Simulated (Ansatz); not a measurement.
# In2S: the cost of one run

Computed with Ansatz 0.2.0 (DFT PBE, scalar-relativistic, plane waves, PAW, unless a step's input says otherwise).

1 further run of the same task is left out (set aside as unsound or not needed).

## (1) The system as given

Symmetry: P-4m2, No. 115, tetragonal system. The conventional cell has a = 3.945 Å, b = 3.945 Å, c = 5.442 Å, α = 90.00°, β = 90.00°, γ = 90.00°. Around In (site symmetry 2mm) lie 2 S at 2.70 Å. Around S (site symmetry -4m2) lie 4 In at 2.70 Å.

As a file:

```cif
data_structure
_symmetry_space_group_name_H-M 'P-4m2'
_symmetry_Int_Tables_number 115
_cell_length_a 3.9454
_cell_length_b 3.9454
_cell_length_c 5.4425
_cell_angle_alpha 90.000
_cell_angle_beta 90.000
_cell_angle_gamma 90.000
_cell_volume 84.72
loop_
_atom_site_label
_atom_site_type_symbol
_atom_site_symmetry_multiplicity
_atom_site_Wyckoff_symbol
_atom_site_fract_x
_atom_site_fract_y
_atom_site_fract_z
_atom_site_occupancy
In1 In 2 g 0.50000 0.00000 0.66187 1
S1 S 1 a 0.00000 0.00000 0.00000 1
```

It is the end of an earlier relaxation with the same method, from a generated guess; it needn't be the stable form of this composition. At a tolerance of 0.05 Å it has space group P-4m2 (No. 115); it has 28.24 Å³/atom, an uncorrected energy of -0.28 eV/atom over the elements.

## (2) Static run: bands, density of states and charges

input.yaml reads:

```yaml
crystal:
  lattice:
    - [3.9454275139, 0.0, 0.0]
    - [0.0, 3.9454275139, 0.0]
    - [0.0, 0.0, 5.4424722845]
  atoms:
    - { symbol: In, position: [0.5, 0.0, 0.6618652174] }
    - { symbol: In, position: [0.0, 0.5, 0.3381347826] }
    - { symbol: S, position: [0.0, 0.0, 0.0] }
basis:
  ecutwfc: 420
kpoints:
  mp_grid: { grid: [12, 12, 8] }
  band_path:
    path:
      - [[0.0, 0.0, 0.0], [0.0, 0.5, 0.0], [0.5, 0.5, 0.0], [0.0, 0.0, 0.0], [0.0, 0.0, 0.5], [0.0, 0.5, 0.5], [0.5, 0.5, 0.5], [0.0, 0.0, 0.5]]
      - [[0.0, 0.5, 0.0], [0.0, 0.5, 0.5]]
      - [[0.5, 0.5, 0.0], [0.5, 0.5, 0.5]]
    npoints: 14
hamiltonian:
  xc: pbe
scf:
  occupations: { method: gaussian, width: 0.1 }
  n_extra_bands: 7
output:
  forces: true
  stress: true
  eigenvalues: true
  populations: true
  dos: { projected: true, de: 0.02, nscf_kmesh: { grid: [15, 15, 10] } }
  bader: true
  write_density: true
  write_potential: true
  elf: true
  volumetric_format: npy
```

Launch:

```sh
$ ansatz run input.yaml --threads 1 --pin off --max-ram 3072MiB --backend cpu --events-out ev --progress --plain --runs-dir out
```

**Question.** How long does this run take on 1 thread of Intel Xeon Platinum 8488C (Sapphire Rapids), shared host, and how much memory does it need?

About 60 s, with a peak of 0.56 GiB.
